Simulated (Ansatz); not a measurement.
# C₃O₆: geometry at several levels

Aim: geometry at several levels, for C₃O₆, with the cost of each level.

Computed with Ansatz 0.2.0 (the levels named in each step, unless a step's input says otherwise).

## 1. Starting point

Bond lengths: O1–C2 1.142 Å, C2–O3 1.145 Å, O4–C5 1.144 Å, C5–O6 1.143 Å, O7–C8 1.141 Å, C8–O9 1.146 Å. Angles: O1–C2–O3 179.3°, O4–C5–O6 179.2°, O7–C8–O9 179.2°.

Coordinates:

```xyz
9

O    -0.6193    0.7231    2.7962
C    -0.5002    1.1656    1.7502
O    -0.3854    1.6208    0.7054
O    -0.3148   -0.2111   -1.9514
C    -1.3570    0.0577   -1.5625
O    -2.4035    0.3119   -1.1800
O     2.6980   -1.4630   -0.9254
C     1.8585   -1.2208   -0.1910
O     1.0239   -0.9836    0.5578
```

## 2. A rough first relaxation, PBE-D4/def2-SVP

File input.yaml:

```yaml
crystal:
  periodic: [false, false, false]
  atoms:
    - { symbol: O, position_ang: [-0.61932, 0.7231, 2.79624] }
    - { symbol: C, position_ang: [-0.50022, 1.16557, 1.75015] }
    - { symbol: O, position_ang: [-0.38535, 1.62077, 0.70536] }
    - { symbol: O, position_ang: [-0.31476, -0.21107, -1.95145] }
    - { symbol: C, position_ang: [-1.35703, 0.05769, -1.56247] }
    - { symbol: O, position_ang: [-2.40349, 0.31187, -1.18] }
    - { symbol: O, position_ang: [2.69804, -1.46296, -0.92543] }
    - { symbol: C, position_ang: [1.85848, -1.22078, -0.19104] }
    - { symbol: O, position_ang: [1.02395, -0.98357, 0.5578] }
basis:
  gaussian: { orbitals: def2-SVP }
hamiltonian:
  xc: pbe
  dispersion: d4
relax:
  f_tol: 0.03
  max_steps: 200
```

On the command line:

```console
$ ansatz run input.yaml --threads 4 --pin off --max-ram 10240MiB --backend cpu --events-out ev --progress --plain --runs-dir out
```

Further steps of the session: Relaxation, HF/STO-3G; Relaxation, HF/6-31G*; Relaxation, LDA/def2-SVP; Relaxation, PBE-D4/def2-SVP.

Q: Predict the outcome of this session. Wanted: O1–C2 at PBE-D4/def2-SVP; C2–O3 at PBE-D4/def2-SVP; O4–C5 at PBE-D4/def2-SVP.

**Answer**, as computed:

```
                quantity    value
O1–C2 at PBE-D4/def2-SVP  1.172 Å
C2–O3 at PBE-D4/def2-SVP  1.177 Å
O4–C5 at PBE-D4/def2-SVP  1.174 Å
```

What this shows: The O–C distance spreads over 0.046 Å, from HF/6-31G* (shortest) to HF/STO-3G.
